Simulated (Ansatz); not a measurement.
Task: a geometry optimisation of ClF₃H₂Si₂, SMILES F[Si](F)(F)[SiH2]Cl, with Ansatz 0.2.0 through its Python package. Give the script and its output. Level of theory: PBE, def2-SVP basis, multiplicity 1.

```json
{"atom": "F", "x (Å)": "0.0600", "y (Å)": "-1.5909", "z (Å)": "1.7061"}
{"atom": "Si", "x (Å)": "0.6615", "y (Å)": "-0.9090", "z (Å)": "0.3732"}
{"atom": "F", "x (Å)": "2.0959", "y (Å)": "-0.3584", "z (Å)": "0.7344"}
{"atom": "F", "x (Å)": "0.9087", "y (Å)": "-2.0660", "z (Å)": "-0.7179"}
{"atom": "Si", "x (Å)": "-0.6602", "y (Å)": "0.7818", "z (Å)": "-0.4890"}
{"atom": "Cl", "x (Å)": "-0.9293", "y (Å)": "2.3454", "z (Å)": "0.8612"}
{"atom": "H", "x (Å)": "-0.0511", "y (Å)": "1.4098", "z (Å)": "-1.6932"}
{"atom": "H", "x (Å)": "-1.9933", "y (Å)": "0.3301", "z (Å)": "-0.8306"}
```

Script `run_opt.py`:
```python
"""Relax the ClF3H2Si2 molecule."""

import itertools
import logging
import sys

import ansatz as az
from ase.data import atomic_numbers, covalent_radii
import numpy as np

logging.basicConfig(stream=sys.stdout, format="%(levelname)s:%(name)s:%(message)s")
logger = logging.getLogger("calc")
logger.setLevel(logging.INFO)

system = (
    az.Crystal.molecule()
    .atom("F", [0.06, -1.5909, 1.7061])
    .atom("Si", [0.6615, -0.909, 0.3732])
    .atom("F", [2.0959, -0.3584, 0.7344])
    .atom("F", [0.9087, -2.066, -0.7179])
    .atom("Si", [-0.6602, 0.7818, -0.489])
    .atom("Cl", [-0.9293, 2.3454, 0.8612])
    .atom("H", [-0.0511, 1.4098, -1.6932])
    .atom("H", [-1.9933, 0.3301, -0.8306])
)

calc = (
    system.calculation()
    .basis(gaussian="def2-SVP")
    .functional("pbe")
)
symbols = [site.symbol for site in system.cartesian_sites]
start = np.array([site.position_ang for site in system.cartesian_sites], dtype=float)
def progress(event):
    if event["event"] == "relax_step":
        row = event["data"]
        logger.info(f"step {row['step']:3d}  E = {row['lagrangian_ev']:.6f} eV  largest force component {row['allowed_force_max_ev_ang']:.4f} eV/A")


summary = calc.relax(force_tolerance=0.02, max_steps=100).session().plan().execute(on_event=progress).report
end = np.array(summary["positions_ang"])

for key in ("converged", "free_energy_ev", "reference_energy_ev", "n_frozen", "n_occupied", "n_virtual"):
    logger.info(f"{key:22s} {summary[key]}")

# pairs closer than 1.2 times the sum of covalent radii, before or after
radius = [covalent_radii[atomic_numbers[s]] for s in symbols]
span = lambda where, i, j: np.linalg.norm(where[i] - where[j])
bonded = [(i, j) for i, j in itertools.combinations(range(len(symbols)), 2) if min(span(start, i, j), span(end, i, j)) < 1.2 * (radius[i] + radius[j])]
logger.info("pair        before    after (A)")
for i, j in bonded:
    print(f"{symbols[i]}{i}-{symbols[j]}{j}".ljust(10), f"{span(start, i, j):8.4f} {span(end, i, j):8.4f}")
```

Output of `python run_opt.py`:
```text
INFO:calc:step   1  E = -36430.677786 eV  largest force component 1.4992 eV/A
INFO:calc:step   2  E = -36430.765878 eV  largest force component 0.7592 eV/A
INFO:calc:step   3  E = -36430.793385 eV  largest force component 0.1909 eV/A
INFO:calc:step   4  E = -36430.795725 eV  largest force component 0.0480 eV/A
INFO:calc:step   5  E = -36430.795883 eV  largest force component 0.0305 eV/A
INFO:calc:step   6  E = -36430.796096 eV  largest force component 0.0127 eV/A
INFO:calc:converged              True
INFO:calc:free_energy_ev         -36430.796127112444
INFO:calc:reference_energy_ev    -36430.796127112444
INFO:calc:n_frozen               0
INFO:calc:n_occupied             [37, 37]
INFO:calc:n_virtual              [69, 69]
INFO:calc:pair        before    after (A)
F0-Si1       1.6135   1.6217
Si1-F2       1.5783   1.6217
Si1-F3       1.6094   1.6243
Si1-Si4      2.3128   2.3425
Si4-Cl5      2.0833   2.0811
Si4-H6       1.4885   1.5001
Si4-H7       1.4484   1.5001
```

What to keep in mind:
- The settings weren't tested for convergence.
- The end point is the stationary point reached from this start; no frequency run checks that it is a minimum, and the basis set is modest.
- Wall time of the script: 22 s on 1 thread of Intel(R) Xeon(R) 6975P-C (Granite Rapids) (shared host), peak memory 0.22 GiB.

(Lines on the test bed's own set-up are left out of the output.)
